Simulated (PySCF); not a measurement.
**CaAs (quartet): changing the method**

What do other methods print for CaAs (quartet)?

Computed with PySCF 2.14.0. Level: each script names its method and basis.

7 further runs of the same task are left out: 7 that didn't finish.

## Step 1: Starting geometry

CaAs (quartet): 2 atoms, charge 0, spin multiplicity 4.

Bond lengths: Ca1–As2 2.765 Å.

## Step 2: The base run

input.py

```python
from pyscf import gto, scf, mp

mol = gto.M(
    atom='Ca 0 0 0; As 0 0 2.765',
    basis='cc-pvdz-dk',
    charge=0,
    spin=3,
    symmetry=True,
    verbose=4,
)
mf = scf.UHF(mol)
mf = mf.sfx2c1e()
mf.kernel()
mp.MP2(mf, frozen=14).kernel()
mf.dip_moment()
print('orbital energies (hartree):', [e[max(0, n-3):n+3].round(4) for e, n in zip(mf.mo_energy, mol.nelec)])
```

Started as:

```console
> python input.py
```

## Step 3: Stability test

Run 1 changes step after the SCF: mp2 → stability; point-group symmetry: on → off.

Edit input.py of step 2 so:

```diff
@@ -1,2 +1,2 @@
-from pyscf import gto, scf, mp
+from pyscf import gto, scf
 
@@ -7,3 +7,2 @@
     spin=3,
-    symmetry=True,
     verbose=4,
@@ -13,3 +12,3 @@
 mf.kernel()
-mp.MP2(mf, frozen=14).kernel()
+mf.stability(internal=True, external=True)
 mf.dip_moment()
```

## Step 4: TDA

Run 2 changes step after the SCF: mp2 → tda; number of roots: none → 5.

Edit input.py of step 2 so:

```diff
@@ -1,2 +1,2 @@
-from pyscf import gto, scf, mp
+from pyscf import gto, scf, tdscf
 
@@ -13,3 +13,6 @@
 mf.kernel()
-mp.MP2(mf, frozen=14).kernel()
+td = tdscf.TDA(mf)
+td.nstates = 5
+td.kernel()
+td.analyze()
 mf.dip_moment()
```

## Step 5: Slater, (UKS)

Run 3 changes functional: none (Hartree–Fock) → slater,; SCF type: UHF → UKS; step after the SCF: mp2 → analyze.

input.py

```python
from pyscf import gto, dft

mol = gto.M(
    atom='Ca 0 0 0; As 0 0 2.765',
    basis='cc-pvdz-dk',
    charge=0,
    spin=3,
    symmetry=True,
    verbose=4,
)
mf = dft.UKS(mol, xc='slater,')
mf = mf.sfx2c1e()
mf.kernel()
mf.analyze()
print('orbital energies (hartree):', [e[max(0, n-3):n+3].round(4) for e, n in zip(mf.mo_energy, mol.nelec)])
```

## Step 6: CASCI (ROHF)

Run 4 changes step after the SCF: mp2 → casci; SCF type: UHF → ROHF; active space: none → 3 electrons in 5 orbitals.

input.py

```python
from pyscf import gto, scf, mcscf

mol = gto.M(
    atom='Ca 0 0 0; As 0 0 2.765',
    basis='cc-pvdz-dk',
    charge=0,
    spin=3,
    symmetry=True,
    verbose=4,
)
mf = scf.ROHF(mol)
mf = mf.sfx2c1e()
mf.kernel()
mc = mcscf.CASCI(mf, 5, 3)
mc.kernel()
mc.analyze()
mf.dip_moment()
print('orbital energies (hartree):', mf.mo_energy[..., max(0, mol.nelec[1]-3):mol.nelec[0]+3].round(4))
```

## Step 7: Wb97 (UKS)

Run 5 changes functional: none (Hartree–Fock) → wb97; SCF type: UHF → UKS; step after the SCF: mp2 → analyze.

input.py

```python
from pyscf import gto, dft

mol = gto.M(
    atom='Ca 0 0 0; As 0 0 2.765',
    basis='cc-pvdz-dk',
    charge=0,
    spin=3,
    symmetry=True,
    verbose=4,
)
mf = dft.UKS(mol, xc='wb97')
mf = mf.sfx2c1e()
mf.kernel()
mf.analyze()
print('orbital energies (hartree):', [e[max(0, n-3):n+3].round(4) for e, n in zip(mf.mo_energy, mol.nelec)])
```

## Step 8: Tpssh (UKS)

Run 6 changes functional: none (Hartree–Fock) → tpssh; SCF type: UHF → UKS; step after the SCF: mp2 → analyze.

input.py

```python
from pyscf import gto, dft

mol = gto.M(
    atom='Ca 0 0 0; As 0 0 2.765',
    basis='cc-pvdz-dk',
    charge=0,
    spin=3,
    symmetry=True,
    verbose=4,
)
mf = dft.UKS(mol, xc='tpssh')
mf = mf.sfx2c1e()
mf.kernel()
mf.analyze()
print('orbital energies (hartree):', [e[max(0, n-3):n+3].round(4) for e, n in zip(mf.mo_energy, mol.nelec)])
```

Before running it: what results should come out? Wanted: for each run, E(SCF); from base; gap, α spin; SCF dipole; after the SCF.

**Answer**, as computed:

| run | E(SCF) (hartree) | from base (eV) | cycles | gap, α spin (eV) | SCF dipole (D) | after the SCF |
| --- | --- | --- | --- | --- | --- | --- |
| base | -2938.566395 | 0 | 11 | 6.05 | 3.52 | MP2 correlation -4.640 eV, core frozen |
| stability test | -2938.566395 | 0.0000 | 11 | 6.05 | 3.52 | stable |
| TDA | -2938.566395 | 0.0000 | 11 | 6.05 | 3.52 | lowest root found 0.87 eV |
| slater, (UKS) (poor choice) | -2931.257070 | not comparable | 10 | 1.62 | 2.59 | n/a |
| CASCI (ROHF) | -2938.562740 | +0.0995 | 12 | n/a | 3.54 | CASCI correlation 0.000 eV (this space leaves nothing to correlate) |
| wb97 (UKS) | -2941.304774 | not comparable | 13 | 6.08 | 2.36 | n/a |
| tpssh (UKS) | -2941.065114 | not comparable | 10 | 2.23 | 2.94 | n/a |

What this shows: Total energies of different functionals can't be compared with each other; differences within one functional can. The dearest run is “wb97 (UKS)”, at 12 s against 1.5 s. Rows marked «poor choice» come from settings spoiled on purpose.
